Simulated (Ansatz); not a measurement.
# B4AsN3: the cell at several levels of theory

How does the equilibrium cell of B4AsN3, ordered on the zincblende lattice (Amm2) with 8 atoms a cell depend on the functional? It is relaxed with PBE and r2SCAN. This is a trial cell built on a prototype, not taken from a measured structure, and it needn't be the compound's ground state.

Code: Ansatz 0.2.0. PAW datasets, plane waves, zero pressure. Note: simulated data, non-magnetic, for a generated structure that need not be the stable one.

## (1) The cell

This is the cell as the run starts from it, not yet at rest; its lengths are not the crystal's.

The symmetry is Amm2 (No. 38, orthorhombic); a = 2.612 Å, b = 5.223 Å, c = 7.387 Å in the conventional setting, 6.30 Å³ an atom. N has 4 B at 1.60 Å; As has 4 B at 1.60 Å; B has 4 N at 1.60 Å; B has 3 N at 1.60 Å and 1 As at 1.60 Å.

The structure in full:

```xyz
8
Lattice="2.6117 0.0000 0.0000 0.0000 2.6117 3.6935 0.0000 -2.6117 3.6935" Properties=species:S:1:pos:R:3 pbc="T T T"
N     0.0000    0.0000    0.0000
N     1.3059   -1.3059    1.8468
N     1.3059    1.3059    1.8468
As    0.0000    0.0000    3.6935
B     1.3059    0.0000    6.4637
B     0.0000    1.3059    4.6169
B     0.0000   -1.3059    4.6169
B     1.3059    0.0000    2.7702
```

## (2) Relaxation with PBE

input.yaml reads:

```yaml
crystal:
  lattice:
    - [2.6117276134, 0.0, 0.0]
    - [0.0, 2.6117276134, 3.6935406121]
    - [0.0, -2.6117276134, 3.6935406121]
  atoms:
    - { symbol: "N", position: [0.0, 0.0, 0.0] }
    - { symbol: "N", position: [0.5, 0.0, 0.5] }
    - { symbol: "N", position: [0.5, 0.5, 0.0] }
    - { symbol: As, position: [0.0, 0.5, 0.5] }
    - { symbol: B, position: [0.5, 0.875, 0.875] }
    - { symbol: B, position: [0.0, 0.875, 0.375] }
    - { symbol: B, position: [0.0, 0.375, 0.875] }
    - { symbol: B, position: [0.5, 0.375, 0.375] }
kpoints:
  mp_grid: { grid: [8, 6, 6] }
hamiltonian:
  xc: pbe
scf:
  occupations: { method: fermi_dirac, width: 0.02 }
relax:
  f_tol: 0.005
  cell: {}
output:
  write_density: true
  write_potential: true
  elf: true
  volumetric_format: npy
```

Run with:

```console
$ ansatz run input.yaml --threads 4 --pin off --max-ram 6451MiB --backend cpu --events-out ev --progress --plain --runs-dir out
```

After this run come: Relaxing with r2SCAN.

What does the calculation give? Wanted: for each run, a; b; c; volume; space group; SCF geometries.

**Answer**, as computed:

```
 level  a (Å)  b (Å)  c (Å)  volume (Å³/atom)  space group  SCF geometries
   PBE  2.778  5.680  7.989             7.877         Amm2              12
r2SCAN  2.774  5.652  7.952             7.790         Amm2               8
```

The first relaxation changed the volume by +25.1 % from the start. The volume runs from r2SCAN (least) to PBE (most), a spread of 1.1 %, or 0.4 % in length if all axes shared it alike.
